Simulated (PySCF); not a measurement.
**SnOF2: relaxation and vibrations of the singlet**

The task is one start of a wider search on SnOF2: the singlet, from a trigonal pyramidal start. It is relaxed, tested by its Hessian and followed downhill if it is a saddle.

Method: PBE0, basis Sn def2-TZVP with ECP28, O def2-TZVP, F def2-TZVP, scalar-relativistic core potentials, no spin–orbit coupling, density fitting; program: PySCF 2.14.0.

## (1) The system as given

4 atoms, charge 0, spin multiplicity 1.

Bond lengths: Sn1–O2 1.870 Å, Sn1–F3 2.040 Å, Sn1–F4 2.040 Å. Angles: O2–Sn1–F3 99.8°, O2–Sn1–F4 99.8°, F3–Sn1–F4 99.8°.

Coordinates in bohr (charge 0 multiplicity 1):
```
Sn   -0.0424   -0.0735   -0.5480
O    -1.6025   -2.7757    1.1109
F     3.3613   -0.0735    1.2617
F    -1.7443    2.8743    1.2617
```

## (2) Relaxing the singlet from the trigonal pyramidal start

The steps below are one call of a driver around PySCF. For each, scf.py gives the equivalent set-up of the SCF; relaxations use the driver's own optimiser. Before each start the driver seeks the lowest SCF state from one or more starting densities and follows internal instabilities, so scf.py alone need not reach the same state.

The program finds Cs symmetry in the start, which this walk keeps. The walk stops when the largest gradient is under 0.0003 Eh/bohr and the energy has settled too.

scf.py

```python
from pyscf import gto, scf, dft
mol = gto.M(atom='''
Sn    -0.022457    -0.038898    -0.290013
O     -0.848015    -1.468822     0.587887
F      1.778749    -0.038885     0.667687
F     -0.923065     1.520990     0.667687''',
    basis={'Sn': 'def2-TZVP', 'O': 'def2-TZVP', 'F': 'def2-TZVP'},
    ecp={'Sn': 'def2-TZVP'},
    charge=0, spin=0)
mf = dft.RKS(mol, xc='PBE0')
mf.grids.atom_grid = (50, 194)
aux = {'Sn': 'def2-universal-JKFIT', 'O': 'def2-universal-JKFIT', 'F': 'def2-universal-JKFIT'}
mf = mf.density_fit(auxbasis=aux)
mf.kernel()
```

Steps of the walk:

```csv
step,energy (Eh),change (kJ/mol),largest symmetric gradient (Eh/bohr)
0,-489.004734,0.00,0.08971
1,-489.041881,-97.53,0.04664
2,-489.061571,-149.22,0.02520
3,-489.069516,-170.09,0.01658
4,-489.071326,-174.84,0.01766
5,-489.071926,-176.41,0.01381
6,-489.072365,-177.56,0.00344
7,-489.072382,-177.61,0.00122
8,-489.072386,-177.62,0.00006
```

The walk took 30 s on 4 threads, shared host.

It settles in C2v symmetry, 177.6 kJ/mol below the start, after 8 steps: Sn–F 1.893 Å (×2), Sn–O 1.810 Å; F–Sn–F 97.7°, F–Sn–O 131.2° (×2).

## (3) Is it a minimum? Harmonic modes

On the finer grid the gradient is checked again; gradients at displacements of ±0.01 bohr then give force constants and infrared intensities.

Changes to scf.py since step 2:

```diff
@@ -3,4 +3,4 @@
-Sn    -0.022457    -0.038898    -0.290013
-O     -0.848015    -1.468822     0.587887
-F      1.778749    -0.038885     0.667687
-F     -0.923065     1.520990     0.667687''',
+Sn    -0.053539    -0.092734    -0.005721
+O     -0.957440    -1.658354    -0.102302
+F      1.802008     0.276272     0.060918
+F     -0.661762     1.698714     0.060917''',
@@ -11 +11 @@
-mf.grids.atom_grid = (50, 194)
+mf.grids.atom_grid = (75, 302)
```

The driver hands on the density of the step before, so the log starts near convergence.

SCF at the final geometry:

```text
init E= -489.072334234075
  HOMO = -0.331084620214603  LUMO = -0.138786188304227  gap/eV = 5.23271
cycle= 1 E= -489.072334233928  delta_E= 1.48e-10  |g|= 3.3e-05  |ddm|= 3.69e-05
  HOMO = -0.331074610327934  LUMO = -0.138783369053684  gap/eV = 5.23251
cycle= 2 E= -489.072334232918  delta_E= 1.01e-09  |g|= 7.92e-05  |ddm|= 8.99e-05
  HOMO = -0.331083027087268  LUMO = -0.138785457447661  gap/eV = 5.23268
cycle= 3 E= -489.072334234072  delta_E= -1.15e-09  |g|= 1.61e-05  |ddm|= 7.11e-05
  HOMO = -0.331081905248536  LUMO = -0.138785356114603  gap/eV = 5.23266
cycle= 4 E= -489.07233423412  delta_E= -4.82e-11  |g|= 7e-07  |ddm|= 9.67e-06
  HOMO = -0.331082007025049  LUMO = -0.138785364037513  gap/eV = 5.23266
Extra cycle  E= -489.072334234119  delta_E= 1.71e-12  |g|= 8.44e-07  |ddm|= 8.13e-07
converged SCF energy = -489.072334234119
```

The whole step took 65 s.

Geometry: C2v; Sn–F 1.893 Å (×2), Sn–O 1.810 Å; F–Sn–F 97.4°, F–Sn–O 131.3° (×2).

Modes, for the most abundant isotopes:

```json
{"symmetry": "b2", "ω (cm⁻¹)": "134", "IR (km/mol)": "47.5", "type": "bend"}
{"symmetry": "b1", "ω (cm⁻¹)": "152", "IR (km/mol)": "45.1", "type": "bend"}
{"symmetry": "a1", "ω (cm⁻¹)": "193", "IR (km/mol)": "16.5", "type": "bend"}
{"symmetry": "b2", "ω (cm⁻¹)": "641", "IR (km/mol)": "98.7", "type": "stretch"}
{"symmetry": "a1", "ω (cm⁻¹)": "650", "IR (km/mol)": "49.9", "type": "stretch"}
{"symmetry": "a1", "ω (cm⁻¹)": "847", "IR (km/mol)": "45.7", "type": "stretch"}
```

Every mode is real; the point is a minimum.

Properties at this point:

| Property | Result |
| --- | --- |
| Dipole moment | 0.88 D |
| Highest occupied level | -9.01 eV |
| Lowest empty level | -3.78 eV |
| Rotational constants | 0.2193, 0.1536, 0.09033 cm⁻¹ |
| Zero-point energy | 15.6 kJ/mol |
| Principal polarisabilities | 26.6, 33.4, 45.1 bohr³ |
| Atomisation energy without zero-point energy | 1162 kJ/mol |
| Principal traceless quadrupole moments about the centre of mass | -11.25, -0.76, 12.01 D Å |
| Entropy at 298.15 K and 1 bar | 311.5 J/(mol K) |
| Heat capacity Cp at 298.15 K | 67.2 J/(mol K) |
| Enthalpy at 298.15 K above 0 K | 15.75 kJ/mol |
| Rotational symmetry number | 2 |

Populations by atom (charges in e):

```csv
atom,Mulliken,Löwdin,polar tensor,Mayer order to Sn1
Sn1,1.41,0.82,1.85,–
O2,-0.55,-0.39,-0.59,1.85
"F3,4",-0.43,-0.22,-0.63,0.87
```

Outer orbital energies (eV). occupied: -13.22, -12.71, -12.67, -12.26, -12.02, -10.89, -9.22, -9.01; empty: -3.78, -2.36, 0.08, 1.32.

Mulliken populations on Sn1 (outside its core potential): s 3.07, p 7.05, d 10.33, f 0.15.

## (4) What came out

| quantity | value |
| --- | --- |
| minimum | singlet, C2v |
| geometry | Sn–F 1.893 Å (×2), Sn–O 1.810 Å; F–Sn–F 97.4°, F–Sn–O 131.3° (×2) |
| wavenumbers (cm⁻¹) | 134 (b2), 152 (b1), 193 (a1), 641 (b2), 650 (a1), 847 (a1) |
| dipole moment | 0.88 D |
| highest occupied, lowest empty level | -9.01, -3.78 eV |
| polar-tensor charge of Sn1 | +1.85 e |
| zero-point energy | 15.6 kJ/mol |
| entropy at 298.15 K | 311.5 J/(mol K) |
| atomisation energy (no zero-point energy) | 1162 kJ/mol |

In words: From Cs at the start the molecule goes to a C2v minimum. The strongest infrared band lies at 641 cm⁻¹ (b2, stretch). Only this shape and spin were tried, so other structures or states may lie lower.

The search up to here took 97 s.
